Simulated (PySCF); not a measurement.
# GeH8OSi2: geometry, electronic excitations

What electronic excitations should GeH8OSi2 (`[SiH3]O[SiH2][GeH3]`) show?

Computed with PySCF 2.14.0, with density-fitted response routines of our own, on a single molecule in the gas phase. Atoms count from 0, in the outputs and in this text.

## (1) The molecule as given

12 atoms, charge 0, multiplicity 1; geometry from: GFN2-xTB. The atoms were then displaced at random by about 0.01 Å, so the start is not that level's minimum.

Bonds of the start (Å): Si0–O1 1.59, O1–Si2 1.60, Si2–Ge3 2.37, Si0–H4 1.46, Si0–H5 1.48, Si0–H6 1.47, Si2–H7 1.46, Si2–H8 1.49, Ge3–H9 1.50, Ge3–H10 1.49, Ge3–H11 1.48.

## (2) Relaxing the molecule at PBE0-D3(BJ)/def2-SVP

The job: settings as JSON, then the geometry in Å.

```
{"job": {"xc": "PBE0", "basis": "def2-SVP", "d3": "d3bj", "grid": 1, "shake": 0.01, "kind": "geom"}, "charge": 0, "multiplicity": 1}
Si    -2.370190     0.428610     0.252190
O     -0.976440    -0.305920     0.058770
Si     0.415130    -1.068260     0.266350
Ge     2.220750     0.396360    -0.208540
H     -3.309310    -0.509150     0.855340
H     -2.158560     1.617200     1.106130
H     -2.783110     0.824500    -1.105020
H      0.410700    -2.201600    -0.646280
H      0.482960    -1.528080     1.682060
H      2.420540     1.525290     0.763940
H      2.158550     1.086640    -1.527640
H      3.528660    -0.293860    -0.212150
```

Launch:

```sh
$ OMP_NUM_THREADS=1 python probes_run.py task.json out
```

One launch serves the whole session: the jobs run in the order shown.

**Question.** This job is followed by: TDDFT PBE0/def2-TZVPD, vertical, gas phase, core orbitals frozen in the response. Predict these results of the whole session: point group; rotational constants (main isotopes); lowest singlet (PBE0/def2-TZVPD); brightest single state of those computed; lowest triplet.

**Answer**, as computed:

| quantity | value |
| --- | --- |
| point group | C1 |
| rotational constants (main isotopes) | 6.16, 0.94, 0.85 GHz |
| lowest singlet (PBE0/def2-TZVPD) | 5.94 eV (209 nm), f = 0.007 |
| brightest single state of those computed | state 5, 7.22 eV, f = 0.368 |
| lowest triplet | 5.42 eV |

**Reading.** Relaxing lowered the energy by 0.349 eV in 13 steps; the close pair that moved most is Si0–O1, from 1.587 to 1.658 Å. The lowest singlet, at 5.94 eV, is HOMO→LUMO 0.97 and is weak; of the 10 states computed, the strongest absorption comes from state 5 at 7.22 eV. The lowest triplet lies 0.52 eV below the lowest singlet (triplets in Tamm-Dancoff, singlets in full TDDFT).
